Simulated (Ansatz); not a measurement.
# TaN (quintet): from Hartree-Fock to the top rungs, def2-SVP

One table from this session's results is given with a row withheld; the runs are named, their logs left out.

Computed with Ansatz 0.2.0, Gaussian basis. Level: def2-SVP, core rule «outside noble gas», up to 5 orbitals frozen.

To be run: UHF; CCSD(T) on ROHF; CCSD(T) on UHF; CISD; CCSDT(Q) on ROHF; CCSDT(Q) on UHF; CASSCF and MRCISD+Q, 10 electrons in 10 orbitals; CASSCF and NEVPT2, 10 electrons in 10 orbitals.

19 further runs of the same task are left out: 5 for a known fault of the program, 4 that didn't finish, 10 set aside as unsound or not needed.

## The geometry

The geometry is a PBE0/def2-TZVP stationary point (not a proven minimum). No spin-orbit coupling is included. Elements past krypton take def2 core potentials.

2 atoms, charge 0, spin multiplicity 5.

Atoms are counted from 1 here; the program's logs count them from 0.

Bond lengths: Ta1–N2 1.820 Å.

Coordinates:

```xyz
2

Ta    0.00000    0.00000    0.00000
N     0.00000    0.00000    1.81960
```

Set-up of the first run:

Input file in.yaml:

```yaml
crystal:
  periodic: [false, false, false]
  atoms:
    - {symbol: Ta, position_ang: [0.000000, 0.000000, 0.000000]}
    - {symbol: N, position_ang: [0.000000, 0.000000, 1.819600]}
basis:
  gaussian: {orbitals: def2-SVP}
magnetization: {spin_polarized: true, initial_magnetization: 4}
hamiltonian: {xc: hf}
output: {orbitals: {seedname: orbitals}}
```

Command:

```console
ansatz run in.yaml --threads 1 --pin off --events-out ev --progress --plain --max-ram 2393MiB
```

Among the steps run: UHF; CCSD(T) on ROHF; CCSD(T) on UHF; CISD; CCSDT(Q) on ROHF; CCSDT(Q) on UHF; CASSCF and MRCISD+Q, 10 electrons in 10 orbitals; CASSCF and NEVPT2, 10 electrons in 10 orbitals.

One of the session's tables, all rows but one given; the rest of the session is left out.

| method | from RCCSDT(Q) (kcal/mol) |
| --- | --- |
| ROHF | +159.07 |
| UHF | +154.68 |
| RMP2 | ? |
| UMP2 | +14.01 |
| RCCSD | +10.10 |
| UCCSD | +8.39 |
| RCCSD(T) | +0.86 |
| UCCSD(T) | -0.61 |
| RCCSDT | +0.16 |
| UCCSDT | -1.53 |
| RCCSDT(Q) | 0 |
| UCCSDT(Q) | -2.36 |
| CASSCF valence | +94.14 |
| NEVPT2 valence | +20.11 |
| MRCISD valence | +6.03 |
| MRCISD+Q valence | +0.66 |

Q: Estimate the row for RMP2 from the others.

The run gave: from RCCSDT(Q) (kcal/mol): +13.58. In the column «from RCCSDT(Q) (kcal/mol)» it lies between RCCSD (+10.10) and UMP2 (+14.01).

Not comparable, so not listed: CISD (they don't share determinant, frozen orbitals or solution with the rows shown, or repeat one).

Caveats from the session: Restricted and unrestricted rows rest on different reference determinants; where their highest levels disagree by more than a few hundredths of an eV, they describe different states and don't form one ladder.
